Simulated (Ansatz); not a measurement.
# CH₃Se radical: single points off equilibrium

One table from this session's results is given with a row withheld; the runs are named, their logs left out.

Program: Ansatz 0.2.0, Gaussian basis. Level of theory: single points in def2-TZVPP. These are calculated values, not measurements.

Cores are frozen in the correlated methods. Filled d shells of the heavier atoms are correlated. Orbitals are unrestricted. B3LYP uses VWN-RPA correlation.

### The starting structure

SMILES `[CH2][SeH]`, 5 atoms, charge 0, spin multiplicity 2.

Atoms are counted from 1 here; the program's logs count them from 0.

Bond lengths: C1–Se2 1.828 Å, C1–H3 1.185 Å, C1–H4 1.292 Å, Se2–H5 1.177 Å. Angles: Se2–C1–H3 115.3°, Se2–C1–H4 122.7°, H3–C1–H4 117.8°, C1–Se2–H5 105.1°.

As a file:

```xyz
5
CH3Se
C    -0.3088   -0.4306    0.1676
Se    0.9050    0.9361    0.1762
H    -0.2238   -1.1903    1.0737
H    -0.8872   -0.8430   -0.9112
H     0.5041    1.7078   -0.6168
```

Set-up of the first run:

Input file run/in.yaml:

```yaml
crystal:
  periodic: [false, false, false]
  atoms:
    - {symbol: C, position_ang: [-0.308800, -0.430600, 0.167600]}
    - {symbol: Se, position_ang: [0.905000, 0.936100, 0.176200]}
    - {symbol: H, position_ang: [-0.223800, -1.190300, 1.073700]}
    - {symbol: H, position_ang: [-0.887200, -0.843000, -0.911200]}
    - {symbol: H, position_ang: [0.504100, 1.707800, -0.616800]}
basis:
  gaussian: {orbitals: def2-TZVPP}
magnetization: {spin_polarized: true, initial_magnetization: 1}
correlation: {method: ccsd_t}
scf: {omitted_lower_state_checks: [cluster_reference]}
output: {forces: true}
```

The command line of these runs was not kept.

Steps of the session up to this table: CCSD(T)/def2-TZVPP; PBE0-D4/def2-TZVPP; wB97M-V/def2-TZVPP; r2SCAN-D4/def2-TZVPP; PBE-D4/def2-TZVPP; B3LYP-D4/def2-TZVPP; r2SCANh-D4/def2-TZVPP.

One of the session's tables, all rows but one given; the rest of the session is left out.

| method | RMS force component (eV/Å) | angle to CCSD(T) forces (°) | dipole (D) |
| --- | --- | --- | --- |
| CCSD(T) | 5.210 | reference | 0.72 |
| PBE0-D4 | 5.283 | 1.0 | 0.73 |
| wB97M-V | 5.242 | 0.9 | 0.71 |
| r2SCAN-D4 | 5.238 | 0.4 | 0.73 |
| PBE-D4 | 5.302 | 1.7 | 0.67 |
| B3LYP-D4 | 5.261 | 0.3 | 0.67 |
| r2SCANh-D4 | ? | ? | ? |

Estimate the missing values for r2SCANh-D4.

As computed: RMS force component (eV/Å): 5.238; angle to CCSD(T) forces (°): 0.5; dipole (D): 0.76.
